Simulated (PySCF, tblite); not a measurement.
# 5,6-dihydrotoluene (C7H10): dynamics, then NMR shifts on frames

Aim: move 5,6-dihydrotoluene (C7H10) (`CC1=CC=CCC1`) away from its starting geometry and see how NMR shifts follow the geometry.

Programs: tblite 0.8.0 and PySCF 2.14.0, with density-fitted response routines of our own. Each step states its level of theory. These are calculated values for one molecule in the gas phase, unless marked as measured. Atoms are numbered from 0 throughout.

**1. The starting structure**

17 atoms, charge 0, multiplicity 1; geometry from: GFN2-xTB.

Bonds of the start (Å): C0–C1 1.49, C1–C2 1.33, C2–C3 1.45, C3–C4 1.33, C4–C5 1.50, C5–C6 1.53, C6–C1 1.51, C0–H7 1.09, C0–H8 1.09, C0–H9 1.09, C2–H10 1.08, C3–H11 1.08, C4–H12 1.08, C5–H13 1.09, C5–H14 1.10, C6–H15 1.09, C6–H16 1.10.

**2. Dynamics with GFN2-xTB**

The job: settings as JSON, then the geometry in Å.

```
{"job": {"kind": "md", "xc": "GFN2-xTB", "basis": "xTB", "temperature": 600, "steps": 2000, "every": 50, "frames": 5}, "charge": 0, "multiplicity": 1}
C      2.257945     0.421404     0.245293
C      0.771398     0.290807     0.180158
C     -0.066923     1.324956     0.274929
C     -1.502966     1.129909     0.227180
C     -2.018057    -0.022903    -0.194159
C     -1.119544    -1.128548    -0.665828
C      0.214081    -1.106130     0.079712
H      2.656613    -0.189352     1.056024
H      2.708426     0.069140    -0.683373
H      2.554484     1.455139     0.405640
H      0.303073     2.332998     0.396150
H     -2.134360     1.952852     0.528699
H     -3.084524    -0.176904    -0.266199
H     -1.602920    -2.098651    -0.536565
H     -0.943296    -0.991092    -1.740577
H      0.929905    -1.764657    -0.415590
H      0.069667    -1.486938     1.098598
```

Level: GFN2-xTB Langevin dynamics, gas phase.

Command:

```console
> OMP_NUM_THREADS=1 python probes_run.py task.json out
```

This one command runs all jobs of the session in turn.

The log of the run:

```text
t/fs     T/K      E/eV
    0.0   518.0   -545.64372
   25.0   409.1   -545.03025
   50.0   510.6   -545.14495
   75.0   588.1   -544.91899
  100.0   386.3   -544.45455
  125.0   475.8   -544.55288
  150.0   540.1   -544.63087
  175.0   562.3   -544.64917
  200.0   369.5   -544.63866
  225.0   474.8   -544.66223
  250.0   446.2   -544.70449
  275.0   536.0   -544.75268
  300.0   479.9   -544.37356
  325.0   599.9   -544.60669
  350.0   599.4   -544.44576
  375.0   601.8   -544.43670
  400.0   620.3   -544.64164
  425.0   514.1   -544.37915
  450.0   686.3   -544.68367
  475.0   826.5   -544.42868
  500.0   766.0   -543.76592
  525.0   746.7   -544.04641
  550.0   657.8   -543.93125
  575.0   612.0   -544.15266
  600.0   576.2   -544.38089
  625.0   737.2   -544.48718
  650.0   599.1   -544.53485
  675.0   469.6   -544.43988
  700.0   526.9   -544.68531
  725.0   458.3   -544.44802
  750.0   537.0   -544.70977
  775.0   499.6   -544.78429
  800.0   532.6   -544.51635
  825.0   531.5   -544.31835
  850.0   487.4   -544.37348
  875.0   589.9   -544.65510
  900.0   749.2   -544.68230
  925.0   595.0   -544.56402
  950.0   366.0   -544.49329
  975.0   689.4   -544.84142
 1000.0   419.6   -544.30325
```

It took 17 s on 1 thread of Arm Neoverse N1, shared host; peak memory 0.19 GiB.

Distance from the start (root mean square after alignment): 0 fs 0.00 Å, 200 fs 0.68 Å, 400 fs 1.21 Å, 600 fs 1.05 Å, 800 fs 1.16 Å, 1000 fs 0.85 Å.

Positions (Å) and forces (eV/Å) at 1000 fs:

```xyz
17

C     0.111    1.393    2.835   -2.611    0.265   -0.935
C    -1.150    1.258    1.925    2.932   -2.097   -0.528
C    -1.874    2.222    1.416   -1.492    1.161    1.098
C    -2.985    2.030    0.512    0.579   -3.473   -1.443
C    -3.188    0.752   -0.016   -0.592    1.751    0.515
C    -2.422   -0.471    0.489   -0.394    1.574   -2.124
C    -1.164   -0.083    1.228    0.638    1.592   -2.258
H     0.754    0.592    2.704    0.905   -1.841   -0.330
H     0.734    2.236    2.701   -0.079    1.313   -0.157
H    -0.324    1.333    3.794    0.018    0.236    1.457
H    -1.885    3.103    2.028    0.146    0.928   -0.410
H    -3.467    2.899    0.127   -0.443    0.113   -0.018
H    -4.077    0.552   -0.676    1.135    0.286    0.602
H    -3.056   -1.010    1.108   -1.490   -0.664    1.766
H    -2.258   -1.253   -0.286    0.356    0.911   -0.227
H    -0.257   -0.149    0.581   -0.434    0.624   -0.279
H    -1.029   -0.914    1.767    0.826   -2.678    3.271
```

**3. Shielding tensors: 250 fs, PBE0/pcSseg-1**

The job: settings as JSON, then the geometry in Å.

```
{"job": {"kind": "nmr", "xc": "PBE0", "basis": "pcSseg-1", "pop": false}, "charge": 0, "multiplicity": 1}
C      1.748500     0.115200     0.324300
C      0.291400     0.186300     0.224500
C     -0.349400     1.370500     0.193600
C     -1.844200     1.438400     0.377700
C     -2.561200     0.330100     0.384800
C     -1.968400    -0.999600     0.089800
C     -0.445100    -1.039900    -0.025600
H      2.247300    -0.248700    -0.556200
H      2.141900     1.140000     0.683300
H      2.144800    -0.529900     1.130500
H      0.235500     2.267300     0.033600
H     -2.267700     2.469400     0.449400
H     -3.524800     0.415100     0.716800
H     -2.419500    -1.775200     0.727200
H     -2.301200    -1.214000    -0.914300
H     -0.085300    -1.408200    -1.064700
H     -0.164700    -1.923800     0.689600
```

Level: GIAO PBE0/pcSseg-1 NMR shielding, non-relativistic, gas phase.

The log of the run:

```text
coarse grid: 13808 points
cycle   1  E = -272.2411754022  dE =  9.540e-01  |g| = 4.074e-01  |ddm| = 3.773e+00
cycle   2  E = -272.2360188044  dE =  5.157e-03  |g| = 4.436e-01  |ddm| = 9.508e-01
cycle   3  E = -272.2893184259  dE = -5.330e-02  |g| = 3.502e-02  |ddm| = 5.292e-01
cycle   4  E = -272.2895034216  dE = -1.850e-04  |g| = 2.013e-02  |ddm| = 5.537e-02
cycle   5  E = -272.2895891987  dE = -8.578e-05  |g| = 7.176e-03  |ddm| = 2.250e-02
cycle   6  E = -272.2896009858  dE = -1.179e-05  |g| = 2.504e-03  |ddm| = 8.554e-03
cycle   7  E = -272.2896025600  dE = -1.574e-06  |g| = 2.028e-04  |ddm| = 2.306e-03
final grid: 132176 points
cycle   8  E = -272.3327087277  dE = -4.041e-05  |g| = 7.333e-03  |ddm| = 3.955e-02
cycle   9  E = -272.3327049499  dE =  3.778e-06  |g| = 8.329e-03  |ddm| = 1.679e-02
cycle  10  E = -272.3327234580  dE = -1.851e-05  |g| = 6.439e-04  |ddm| = 9.344e-03
cycle  11  E = -272.3327235331  dE = -7.507e-08  |g| = 3.190e-04  |ddm| = 8.998e-04
cycle  12  E = -272.3327235584  dE = -2.534e-08  |g| = 7.606e-05  |ddm| = 3.478e-04
cycle  13  E = -272.3327235597  dE = -1.251e-09  |g| = 2.838e-05  |ddm| = 9.384e-05
cycle  14  E = -272.3327235599  dE = -1.894e-10  |g| = 6.084e-06  |ddm| = 2.737e-05
converged SCF energy = -272.3327235599

GIAO shielding tensors (ppm)
atom      isotropic    diamagn.    paramagn.     s11        s22        s33       span
  0 C      159.231     245.036     -85.805    136.862    149.959    190.872     54.010
  1 C       48.213     259.424    -211.211    -73.865     49.255    169.248    243.113
  2 C       52.737     252.931    -200.193    -54.053     69.503    142.762    196.815
  3 C       52.900     254.051    -201.151    -59.048     64.213    153.534    212.582
  4 C       62.281     253.232    -190.951    -56.031     72.731    170.144    226.175
  5 C      163.072     245.822     -82.750    146.501    161.564    181.152     34.651
  6 C      151.210     244.599     -93.388    140.250    150.637    162.744     22.494
  7 H       29.981      29.410       0.571     26.588     27.431     35.925      9.337
  8 H       28.185      28.370      -0.184     23.988     27.417     33.150      9.162
  9 H       29.694      28.819       0.875     26.360     27.626     35.094      8.734
 10 H       25.775      33.201      -7.425     23.429     24.917     28.980      5.551
 11 H       25.195      28.650      -3.455     23.962     24.884     26.738      2.776
 12 H       26.990      30.529      -3.539     25.581     25.917     29.472      3.891
 13 H       29.105      28.380       0.725     23.536     28.461     35.318     11.783
 14 H       28.581      29.062      -0.481     23.678     28.108     33.959     10.281
 15 H       27.774      29.043      -1.268     23.169     27.449     32.704      9.535
 16 H       27.117      28.951      -1.834     21.001     28.419     31.930     10.928
```

Wall time 43 s (1 thread of Arm Neoverse N1, shared host); peak memory 0.76 GiB.

Shifts follow as δ = σ(reference) − σ, with reference shieldings (ppm) from runs at the same level and on the same kind of geometry: ¹H TMS 31.72, ¹³C TMS 186.9. The references are single molecules in the gas phase. Each atom is listed at this fixed geometry, with no averaging over motion; a spectrum would average atoms that exchange fast.

| atoms | environment | σ (ppm) | δ (ppm) |
| --- | --- | --- | --- |
| C1 | fully substituted alkene carbon | 48.2 | 138.7 |
| C2 | alkene CH | 52.7 | 134.2 |
| C3 | alkene CH | 52.9 | 134.0 |
| C4 | alkene CH | 62.3 | 124.6 |
| C6 | allylic sp3 CH2 | 151.2 | 35.7 |
| C0 | allylic methyl carbon | 159.2 | 27.7 |
| C5 | allylic sp3 CH2 | 163.1 | 23.9 |
| H11 | hydrogen on an alkene CH | 25.20 | 6.52 |
| H10 | hydrogen on an alkene CH | 25.78 | 5.94 |
| H12 | hydrogen on an alkene CH | 26.99 | 4.73 |
| H16 | hydrogen on an allylic sp3 CH2 | 27.12 | 4.60 |
| H15 | hydrogen on an allylic sp3 CH2 | 27.77 | 3.94 |
| H8 | hydrogen on an allylic methyl carbon | 28.19 | 3.53 |
| H14 | hydrogen on an allylic sp3 CH2 | 28.58 | 3.14 |
| H13 | hydrogen on an allylic sp3 CH2 | 29.11 | 2.61 |
| H9 | hydrogen on an allylic methyl carbon | 29.69 | 2.02 |
| H7 | hydrogen on an allylic methyl carbon | 29.98 | 1.74 |

Ring of atoms C1, C2, C3, C4, C5, C6: NICS(0) 4.1, NICS(1) 1.0, NICS(1)zz 6.9 ppm (means of both faces).

Orbitals, density, ELF and potential are computed afterwards from the orbital file.

Frontier orbitals at PBE0/pcSseg-1, with the share of their density that lies nearest to each atom:

| orbital | energy (eV) | lies on |
| --- | --- | --- |
| HOMO | -5.77 | C1, C2, C4 about 20 % each; C3 12 % |
| LUMO | -0.63 | C1 23 %; C2, C4 about 16 % each; C3 12 % |

ELF in a plane through or near 9 of the atoms.

Ten even steps from ' ' (0.00) to '@' (1.00):
```
                                                        
                                                        
                                                        
                      ....      ++%%@@%%..              
                  ..##@@%%--  ..@@@@@@@@##              
            ..    ::@@@@@@**..::@@@@@@@@++              
        ..##@@@@--  **%%@@******++**%%++                
        ==@@@@@@@@....==++--**%%::--**==::++++::        
        ::%%@@@@@@==--++%%**++++**%%##++%%@@@@##::      
          ::++====####::::**..  ::++::++@@@@@@%%::      
          ..++==..**%%==**%%++--++%%@@##++**++::        
          ..--++++::..--##--::@@====::==..              
            ..::..    ::**::::%%++..++**::              
                    ..==%%%%**::--**%%%%==              
                    ..--**##==    ::++++::              
                      ..----..      ....                
                                                        
                                                        
                                                        
                                                        
```
The map spans 11.1 Å across and 10.2 Å up, centred on the molecule. Atoms in the plane (x, y in Å): C0 (-2.3, 0.0), C1 (-0.8, 0.1), C2 (-0.2, 1.3), C3 (1.3, 1.5), C4 (2.0, 0.4), C5 (1.5, -1.0), C6 (-0.1, -1.1), H8 (-2.7, 1.1), H11 (1.7, 2.5).

log10 of the density (e/Å³) in the same plane.

Ten even steps from ' ' (-4.0) to '@' (1.6):
```
                                                        
                                                        
                    ............::::::::..              
                ..::::------::--======----..            
          ....::::--====++======++****++==::..          
        ..::::----==++++**++++++**####**==--::          
      ::::====++====++**####**########**==----::..      
    ..::--++******++++**##%%####%%%%##**++++==--::..    
    ..--==++**####****########**##########**++==--..    
    ..----++**##%%####%%%%##**++**##@@@@##**++==--..    
    ..----++**##%%##########******######**++==--::..    
    ..::--==++******++**##%%######@@##**++==--::..      
    ..::::--==++++==++++##%%##########**++==::....      
      ....::--------==++**##************++--::..        
          ......::--====++++++======++====--..          
                ..::----======----------::::..          
                    ..::::::::::..........              
                                                        
                                                        
                                                        
```
The map spans 11.1 Å across and 10.2 Å up, centred on the molecule. Atoms in the plane (x, y in Å): C0 (-2.3, 0.0), C1 (-0.8, 0.1), C2 (-0.2, 1.3), C3 (1.3, 1.5), C4 (2.0, 0.4), C5 (1.5, -1.0), C6 (-0.1, -1.1), H8 (-2.7, 1.1), H11 (1.7, 2.5).

On the surface of density 0.002 e/bohr³ the electrostatic potential runs, from the 1st to the 99th percentile, from -0.90 V near C3 to 0.63 V near H13.

**4. Nuclear shieldings: 425 fs, PBE0/pcSseg-1**

The job: settings as JSON, then the geometry in Å.

```
{"job": {"kind": "nmr", "xc": "PBE0", "basis": "pcSseg-1", "pop": false}, "charge": 0, "multiplicity": 1}
C      1.561000     0.575500     0.568700
C      0.082400     0.557300     0.338200
C     -0.613800     1.657900     0.508300
C     -2.075000     1.535100     0.350500
C     -2.769100     0.433700     0.800700
C     -1.947000    -0.788600     1.104200
C     -0.674000    -0.748400     0.187000
H      2.084600    -0.115700    -0.139300
H      1.792900     1.690200     0.263200
H      1.884700     0.667100     1.578700
H     -0.112500     2.564200     0.663100
H     -2.693000     2.404700     0.198200
H     -3.802300     0.333000     0.507700
H     -1.508300    -0.759800     2.152500
H     -2.546400    -1.671000     1.088900
H     -0.824500    -0.780500    -0.818300
H     -0.023700    -1.511800     0.443400
```

Method: GIAO PBE0/pcSseg-1 NMR shielding, non-relativistic, gas phase.

The log of the run:

```text
coarse grid: 13808 points
cycle   1  E = -272.2274874686  dE =  9.462e-01  |g| = 3.992e-01  |ddm| = 3.724e+00
cycle   2  E = -272.2261153470  dE =  1.372e-03  |g| = 4.198e-01  |ddm| = 8.689e-01
cycle   3  E = -272.2727099845  dE = -4.659e-02  |g| = 4.323e-02  |ddm| = 4.987e-01
cycle   4  E = -272.2728681582  dE = -1.582e-04  |g| = 3.357e-02  |ddm| = 7.048e-02
cycle   5  E = -272.2731411660  dE = -2.730e-04  |g| = 8.960e-03  |ddm| = 3.419e-02
cycle   6  E = -272.2731606455  dE = -1.948e-05  |g| = 2.105e-03  |ddm| = 9.515e-03
cycle   7  E = -272.2731617459  dE = -1.100e-06  |g| = 2.779e-04  |ddm| = 1.986e-03
final grid: 132176 points
cycle   8  E = -272.3172516273  dE = -4.171e-05  |g| = 7.365e-03  |ddm| = 3.305e-02
cycle   9  E = -272.3172483337  dE =  3.294e-06  |g| = 8.295e-03  |ddm| = 1.667e-02
cycle  10  E = -272.3172662679  dE = -1.793e-05  |g| = 8.510e-04  |ddm| = 9.107e-03
cycle  11  E = -272.3172664129  dE = -1.450e-07  |g| = 3.920e-04  |ddm| = 1.119e-03
cycle  12  E = -272.3172664514  dE = -3.850e-08  |g| = 6.070e-05  |ddm| = 4.028e-04
cycle  13  E = -272.3172664521  dE = -6.635e-10  |g| = 3.145e-05  |ddm| = 8.924e-05
converged SCF energy = -272.3172664521

GIAO shielding tensors (ppm)
atom      isotropic    diamagn.    paramagn.     s11        s22        s33       span
  0 C      157.412     246.061     -88.649    131.102    152.813    188.320     57.219
  1 C       39.004     260.797    -221.792    -65.452     24.574    157.891    223.343
  2 C       57.678     253.701    -196.023    -58.068     80.262    150.840    208.908
  3 C       39.235     249.370    -210.135    -93.121     51.037    159.789    252.910
  4 C       42.283     259.555    -217.272    -76.149     46.473    156.526    232.675
  5 C      162.348     249.103     -86.755    144.265    162.895    179.885     35.620
  6 C      163.402     246.142     -82.740    150.609    165.044    174.553     23.943
  7 H       28.989      28.875       0.114     25.038     27.292     34.638      9.600
  8 H       27.564      28.908      -1.344     23.213     27.537     31.942      8.730
  9 H       29.025      29.893      -0.868     25.919     26.696     34.459      8.540
 10 H       25.718      34.622      -8.904     23.155     24.782     29.217      6.063
 11 H       25.095      28.512      -3.418     22.778     24.023     28.483      5.705
 12 H       25.078      29.439      -4.361     23.655     24.660     26.918      3.262
 13 H       28.908      29.278      -0.371     25.299     26.906     34.517      9.218
 14 H       30.177      30.351      -0.174     26.104     28.412     36.015      9.911
 15 H       31.529      33.092      -1.562     27.627     30.082     36.879      9.252
 16 H       31.628      33.643      -2.015     26.894     30.978     37.011     10.117
```

Wall time 33 s (1 thread of Arm Neoverse N1, shared host); peak memory 0.79 GiB.

Key values: δ C1 147.9, C3 147.7, C4 144.6, C2 129.2, H12 6.64, H11 6.62 ppm.

**5. Nuclear shieldings: 625 fs, PBE0/pcSseg-1**

The job: settings as JSON, then the geometry in Å.

```
{"job": {"kind": "nmr", "xc": "PBE0", "basis": "pcSseg-1", "pop": false}, "charge": 0, "multiplicity": 1}
C      1.332900     0.484800     1.495600
C     -0.160900     0.571500     1.060600
C     -0.975700     1.643700     1.266500
C     -2.320800     1.775800     0.836700
C     -2.782300     0.761800     0.135600
C     -2.031300    -0.586300     0.014800
C     -0.521800    -0.597200     0.062800
H      1.943000     0.107800     0.686000
H      1.696500     1.577700     1.783900
H      1.344400    -0.123400     2.396900
H     -0.605700     2.465400     1.968400
H     -2.814600     2.760800     1.009600
H     -3.774700     0.822700    -0.392500
H     -2.390700    -1.264300     0.918500
H     -2.265200    -1.034500    -0.950200
H     -0.199600    -0.125600    -0.851900
H     -0.018000    -1.433900     0.449200
```

With the program's defaults for keys left out, this is: GIAO PBE0/pcSseg-1 NMR shielding, non-relativistic, gas phase.

The log of the run:

```text
coarse grid: 13808 points
cycle   1  E = -272.2319942499  dE =  7.544e-01  |g| = 3.914e-01  |ddm| = 3.692e+00
cycle   2  E = -272.2264125200  dE =  5.582e-03  |g| = 4.310e-01  |ddm| = 8.755e-01
cycle   3  E = -272.2757851336  dE = -4.937e-02  |g| = 5.994e-02  |ddm| = 4.878e-01
cycle   4  E = -272.2762424753  dE = -4.573e-04  |g| = 4.199e-02  |ddm| = 9.024e-02
cycle   5  E = -272.2766934544  dE = -4.510e-04  |g| = 7.445e-03  |ddm| = 4.513e-02
cycle   6  E = -272.2767053058  dE = -1.185e-05  |g| = 2.690e-03  |ddm| = 1.018e-02
cycle   7  E = -272.2767070345  dE = -1.729e-06  |g| = 4.708e-04  |ddm| = 2.457e-03
final grid: 132176 points
cycle   8  E = -272.3209222984  dE = -3.308e-05  |g| = 7.213e-03  |ddm| = 3.447e-02
cycle   9  E = -272.3209186185  dE =  3.680e-06  |g| = 8.223e-03  |ddm| = 1.640e-02
cycle  10  E = -272.3209364444  dE = -1.783e-05  |g| = 8.700e-04  |ddm| = 9.089e-03
cycle  11  E = -272.3209366089  dE = -1.644e-07  |g| = 3.356e-04  |ddm| = 1.079e-03
cycle  12  E = -272.3209366364  dE = -2.750e-08  |g| = 7.632e-05  |ddm| = 3.189e-04
cycle  13  E = -272.3209366375  dE = -1.136e-09  |g| = 3.231e-05  |ddm| = 1.021e-04
cycle  14  E = -272.3209366378  dE = -2.567e-10  |g| = 1.029e-05  |ddm| = 4.095e-05
converged SCF energy = -272.3209366378

GIAO shielding tensors (ppm)
atom      isotropic    diamagn.    paramagn.     s11        s22        s33       span
  0 C      150.117     246.686     -96.569    125.700    145.652    178.999     53.299
  1 C       31.595     264.398    -232.803    -63.321      9.125    148.982    212.303
  2 C       56.385     251.279    -194.894    -45.944     73.785    141.314    187.258
  3 C       56.425     257.563    -201.138    -58.943     68.762    159.456    218.398
  4 C       55.798     254.770    -198.972    -42.891     59.676    150.610    193.501
  5 C      151.517     246.344     -94.827    133.615    151.295    169.640     36.024
  6 C      154.697     247.010     -92.313    137.619    161.386    165.085     27.466
  7 H       29.908      30.841      -0.933     26.427     29.274     34.024      7.597
  8 H       27.723      27.929      -0.206     24.028     26.456     32.684      8.656
  9 H       29.014      29.011       0.003     25.644     27.319     34.078      8.434
 10 H       24.982      30.419      -5.437     22.534     24.476     27.936      5.402
 11 H       24.830      28.581      -3.752     23.489     24.535     26.465      2.977
 12 H       25.514      27.257      -1.743     23.178     26.182     27.183      4.005
 13 H       27.103      26.809       0.294     22.194     26.451     32.665     10.471
 14 H       28.835      29.926      -1.091     24.020     28.304     34.181     10.162
 15 H       29.184      32.595      -3.411     25.739     28.542     33.270      7.531
 16 H       30.241      32.900      -2.659     26.718     30.520     33.485      6.767
```

Run time: 34 s. Hardware: 1 thread of Arm Neoverse N1, shared host; peak memory 0.79 GiB.

In short: δ C1 155.3, C4 131.1, C2 130.5, C3 130.5, H11 6.89, H10 6.73 ppm.

(Part 1 of 2 ends here.)
